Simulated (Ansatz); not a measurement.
# CH4AlF2N: vertical ionisation energy

How much energy removes an electron from CH4AlF2N at fixed geometry? The cation is run at each level and the neutral's energy taken from earlier runs.

Program: Ansatz 0.2.0, Gaussian basis. Level of theory: unrestricted cation, the program's frozen cores in correlated methods. These are calculated values, not measurements.

The runs, in order: UKS PBE-D4/def2-TZVPP; UKS r2SCAN-D4/def2-TZVPP; UKS PBE0-D4/def2-TZVPP; UKS B3LYP-D4/def2-TZVPP; UKS wB97X-V/def2-TZVPP; UKS wB97M-V/def2-TZVPP; UKS B2PLYP/def2-TZVPP; UHF-CCSD(T)/def2-TZVPP; UHF-MP2/def2-QZVPP; extrapolation to the limit; then −ε(HOMO) from the neutral's earlier runs with LDA (SPW92), PBE-D4, revPBE-D4, BLYP-D4, r2SCAN-D4, B97M-V, PBE0-D4, B3LYP-D4, r2SCANh-D4, r2SCAN0-D4, HSE06-D4, BHLYP-D4, CAM-B3LYP-D4, LC-ωPBE, ωB97X-V, ωB97M-V.

## (1) The geometry

The geometry comes from an earlier relaxation with PBE0-D4 in a triple-zeta def2 set; it is a stationary point, not always the lowest conformer.

9 atoms, charge 0, spin multiplicity 1.

Atoms are counted from 1 here; the program's logs count them from 0.

Bond lengths: C1–N2 1.450 Å, C1–H6 1.096 Å, C1–H7 1.096 Å, C1–H8 1.092 Å, N2–Al3 1.747 Å, N2–H9 1.008 Å, Al3–F4 1.641 Å, Al3–F5 1.641 Å. Angles: N2–C1–H6 112.1°, N2–C1–H7 112.1°, N2–C1–H8 110.0°, H6–C1–H7 107.9°, H6–C1–H8 107.3°, H7–C1–H8 107.3°, C1–N2–Al3 127.9°, C1–N2–H9 112.6°, Al3–N2–H9 119.5°, N2–Al3–F4 120.8°, N2–Al3–F5 120.4°, F4–Al3–F5 118.9°.

## (2) Cation, UKS PBE-D4/def2-TZVPP

Contents of in.yaml:

```yaml
crystal:
  periodic: [false, false, false]
  atoms:
    - {symbol: C, position_ang: [0.129500, -1.142898, 0.595498]}
    - {symbol: N, position_ang: [-0.389326, 0.190167, 0.356473]}
    - {symbol: Al, position_ang: [0.056558, 1.303741, -0.913634]}
    - {symbol: F, position_ang: [-0.648799, 2.781432, -1.020129]}
    - {symbol: F, position_ang: [1.191931, 0.885801, -2.022778]}
    - {symbol: H, position_ang: [-0.654226, -1.906270, 0.537349]}
    - {symbol: H, position_ang: [0.610671, -1.227740, 1.576121]}
    - {symbol: H, position_ang: [0.880541, -1.391054, -0.156930]}
    - {symbol: H, position_ang: [-1.088350, 0.460521, 1.030930]}
basis:
  gaussian: {orbitals: def2-TZVPP}
total_charge: 1
magnetization: {spin_polarized: true, initial_magnetization: 1}
hamiltonian: {xc: pbe, dispersion: d4}
```

Command:

```sh
$ ansatz run in.yaml --threads 2 --pin off --events-out ev --progress --plain --max-ram 32768MiB --backend cpu
```

After this run come: Cation, UKS r2SCAN-D4/def2-TZVPP; Cation, UKS PBE0-D4/def2-TZVPP; Cation, UKS B3LYP-D4/def2-TZVPP; Cation, UKS wB97X-V/def2-TZVPP; Cation, UKS wB97M-V/def2-TZVPP; Cation, UKS B2PLYP (frozen core)/def2-TZVPP; Cation, UHF-CCSD(T)/def2-TZVPP; Cation, UHF-MP2/def2-QZVPP.

Q: Predict the results of all the runs planned. Wanted: ionisation energy, CCSD(T)/CBS; nearest functional by difference; nearest −ε(HOMO); −ε(HOMO) of PBE; T1 of the cation.

The runs gave:

| quantity | value |
| --- | --- |
| ionisation energy, CCSD(T)/CBS | 9.88 eV |
| nearest functional by difference | B3LYP-D4 (-0.20 eV) |
| nearest −ε(HOMO) | ωB97X-V (-0.17 eV) |
| −ε(HOMO) of PBE | 5.90 eV |
| T1 of the cation | 0.018 |

What this shows: By cation minus neutral, the functionals miss by 0.41 eV at most. The PBE orbital energy is 4.0 eV too small: a semilocal HOMO is no ionisation energy. Among orbital estimates ωB97X-V comes nearest. Hartree-Fock falls 1.45 eV short, as the neutral has more correlation energy than the cation.
